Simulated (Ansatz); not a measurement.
# Mg3CdS4: the cost of one run

Computed with Ansatz 0.2.0 (DFT PBE, scalar-relativistic, plane waves, PAW, unless a step names another level, unless a step's input says otherwise).

## 1. Starting point

Symmetry: P-4m2, No. 115, tetragonal system. Conventional cell: a = 4.077 Å, b = 4.077 Å, c = 11.460 Å, α = 90.00°, β = 90.00°, γ = 90.00°. Mg (site symmetry 2mm) is surrounded by 4 S at 2.47 Å. Mg (site symmetry -4m2) is surrounded by 4 S at 2.47 Å. Cd (site symmetry -4m2) has 4 S at 2.56 Å as nearest neighbours. S (site symmetry 2mm) is surrounded by 2 Mg at 2.47 Å and 2 Cd at 2.56 Å. S (site symmetry 2mm) has 4 Mg at 2.47 Å as nearest neighbours.

Coordinates:

```
Mg Cd S
1.0
     4.07694    0.00000    0.00000
     0.00000    4.07694    0.00000
     0.00000    0.00000   11.45996
Mg Cd S
3 1 4
Cartesian
  0.0000 0.0000 8.5310
  0.0000 0.0000 2.9290
  2.0385 2.0385 5.7300
  2.0385 2.0385 0.0000
  2.0385 0.0000 1.5417
  0.0000 2.0385 4.3295
  2.0385 0.0000 7.1304
  0.0000 2.0385 9.9182
```

The cell was relaxed beforehand at this level, from a generated guess; it needn't be the stable form of this composition. At a tolerance of 0.02 Å it has space group P-4m2 (No. 115); it has 23.81 Å³/atom, an uncorrected energy of -1.24 eV/atom over the elements and, on its mesh, gap 2.53 eV.

## 2. Strained cells: the elastic tensor

Contents of input.yaml:

```yaml
crystal:
  lattice:
    - [4.076935123, 0.0, 0.0]
    - [0.0, 4.076935123, 0.0]
    - [0.0, 0.0, 11.4599552383]
  atoms:
    - { symbol: Mg, position: [0.0, 0.0, 0.7444175157] }
    - { symbol: Mg, position: [0.0, 0.0, 0.2555824843] }
    - { symbol: Mg, position: [0.5, 0.5, 0.5] }
    - { symbol: Cd, position: [0.5, 0.5, 0.0] }
    - { symbol: S, position: [0.5, 0.0, 0.1345312479] }
    - { symbol: S, position: [0.0, 0.5, 0.3777970514] }
    - { symbol: S, position: [0.5, 0.0, 0.6222029486] }
    - { symbol: S, position: [0.0, 0.5, 0.8654687521] }
basis:
  ecutwfc: 420
kpoints:
  mp_grid: { grid: [6, 6, 2] }
hamiltonian:
  xc: pbe
scf:
  occupations: { method: fixed }
output:
  forces: true
  stress: true
  eigenvalues: true
  polarization: {}
elastic:
  mode: relaxed_ion
  stencil: two_point
```

Run with:

```console
$ ansatz run input.yaml --threads 1 --pin off --max-ram 2560MiB --backend cpu --events-out ev --progress --plain --runs-dir out
```

**Question.** How long does this run take on 1 thread of Intel Xeon 6975P-C (Granite Rapids), shared host, and how much memory does it need?

About 8.7 min, with a peak of 0.62 GiB.
